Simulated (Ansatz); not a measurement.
# SrCd: the cost of one run

Computed with Ansatz 0.2.0 (DFT LDA, scalar-relativistic, unless a step's input says otherwise).

## Step 1: The structure to begin with

Symmetry: Pm-3m, No. 221, cubic system. Conventional cell: a = 4.003 Å, b = 4.003 Å, c = 4.003 Å, α = 90.00°, β = 90.00°, γ = 90.00°. Sr (site symmetry m-3m) has 8 Cd at 3.47 Å as nearest neighbours. Cd (site symmetry m-3m) is surrounded by 8 Sr at 3.47 Å.

As a file:

```
Sr Cd
1.0
     4.00300    0.00000    0.00000
     0.00000    4.00300    0.00000
     0.00000    0.00000    4.00300
Sr Cd
1 1
Direct
  0.50000 0.50000 0.50000
  0.00000 0.00000 0.00000
```

Atoms are numbered in the order of the input: Sr1, Cd2.

## Step 2: The deformed structure

Space group Pm-3m before, R-3m after.

## Step 3: All-electron LAPW

File input.yaml:

```yaml
crystal:
  lattice:
    - [4.003, -0.04003, -0.04003]
    - [-0.04003, 4.003, -0.04003]
    - [-0.04003, -0.04003, 4.003]
  atoms:
    - { symbol: Sr, position: [0.5, 0.5, 0.5] }
    - { symbol: Cd, position: [0.0, 0.0, 0.0] }
kpoints:
  mp_grid: { grid: [10, 10, 10] }
  band_path:
    path:
      - [0.0, 0.0, 0.0]
      - [0.5, 0.0, 0.0]
      - [0.5, -0.5, 0.5]
      - [0.4804921086, -0.5195078914, 0.4804921086]
      - [0.4804921086, 0.4804921086, 0.4804921086]
      - [0.0, 0.0, 0.0]
      - [0.5, -0.5, 0.0]
    npoints: 5
scf:
  occupations: { method: fermi_dirac, width: 0.08 }
hamiltonian:
  xc: lda
  pseudopotentials: { kind: all_electron, lapw: { basis_error: 0.0005 } }
output:
  forces: true
  stress: true
  eigenvalues: true
```

Command:

```bash
$ ansatz run input.yaml --threads 1 --pin off --max-ram 3072MiB --backend cpu --events-out ev --progress --plain --runs-dir out
```

Q: Estimate wall time and peak memory on 1 thread of Arm Neoverse V2, shared host.

About 29 s, with a peak of 0.48 GiB.
